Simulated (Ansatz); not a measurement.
**CrBiI3: a trial structure relaxed**

Aim: relax CrBiI3 from this start, cubic perovskite type (Pm-3m, No. 221), and see where it ends.

Program: Ansatz 0.2.0. Level of theory: DFT PBE, scalar-relativistic, plane waves, PAW. These are calculated values, not measurements.

**1. The starting structure**

The structure is cubic, space group Pm-3m (No. 221). The conventional cell has a = 5.442 Å, b = 5.442 Å, c = 5.442 Å, α = 90.00°, β = 90.00°, γ = 90.00°. Cr (site symmetry m-3m) has 12 I at 3.85 Å in its first shell of neighbours. Bi (site symmetry m-3m) has 6 I at 2.72 Å in its first shell of neighbours. I (site symmetry 4/mmm) has 2 Bi at 2.72 Å and 4 Cr at 3.85 Å in its first shell of neighbours.

Structure file:

```cif
data_structure
_symmetry_space_group_name_H-M 'Pm-3m'
_symmetry_Int_Tables_number 221
_cell_length_a 5.4416
_cell_length_b 5.4416
_cell_length_c 5.4416
_cell_angle_alpha 90.000
_cell_angle_beta 90.000
_cell_angle_gamma 90.000
_cell_volume 161.14
loop_
_atom_site_label
_atom_site_type_symbol
_atom_site_symmetry_multiplicity
_atom_site_Wyckoff_symbol
_atom_site_fract_x
_atom_site_fract_y
_atom_site_fract_z
_atom_site_occupancy
Cr1 Cr 1 a 0.00000 0.00000 0.00000 1
Bi1 Bi 1 b 0.50000 0.50000 0.50000 1
I1 I 3 c 0.00000 0.50000 0.50000 1
```

(A quick probe on a coarse mesh, which set the mesh and smearing, is not shown.)

**3. Coarse relaxation**

input.yaml

```yaml
crystal:
  lattice:
    - [5.4416452856, 0.0, 0.0]
    - [0.0, 5.4416452856, 0.0]
    - [0.0, 0.0, 5.4416452856]
  atoms:
    - { symbol: Cr, position: [0.0, 0.0, 0.0], spin: 5.48 }
    - { symbol: Bi, position: [0.5, 0.5, 0.5], spin: 0.16 }
    - { symbol: I, position: [0.0, 0.5, 0.5] }
    - { symbol: I, position: [0.5, 0.0, 0.5] }
    - { symbol: I, position: [0.5, 0.5, 0.0] }
basis:
  ecutwfc: 420
kpoints:
  mp_grid: { grid: [4, 4, 4] }
hamiltonian:
  xc: pbe
scf:
  occupations: { method: gaussian, width: 0.1 }
  lower_state_search: "off"
output:
  forces: true
  stress: true
  eigenvalues: true
  populations: true
magnetization:
  spin_polarized: true
relax:
  adjacent_minimum: "off"
  f_tol: 0.04
  max_steps: 70
  cell: { stress_tol: 0.4 }
```

The run is started by

```
$ ansatz run input.yaml --threads 1 --pin off --max-ram 2560MiB --backend cpu --events-out ev --progress --plain --runs-dir out
```

The session goes on with these runs: relaxing cell and atoms.

What does the calculation give?

The runs gave:

Formation energies count from the elements, computed with the same settings in runs not shown here.

| quantity | value |
| --- | --- |
| cell | a = 6.196 Å, b = 6.196 Å, c = 6.196 Å, α = 90.00°, β = 90.00°, γ = 90.00° |
| space group | Pm-3m (No. 221) |
| volume | 47.57 Å³/atom |
| gap on the mesh | none (metal) |
| formation energy from the elements | +0.393 eV/atom |
| largest moment | 5.11 μB |

**Reading.** The space group stayed Pm-3m, and from the first guess the volume went from 32.23 to 47.57 Å³/atom. The formation energy of +0.39 eV/atom is positive, so the elements lie lower than this structure; another structure of the compound can lie lower. The runs treat Bi, I without spin-orbit coupling.
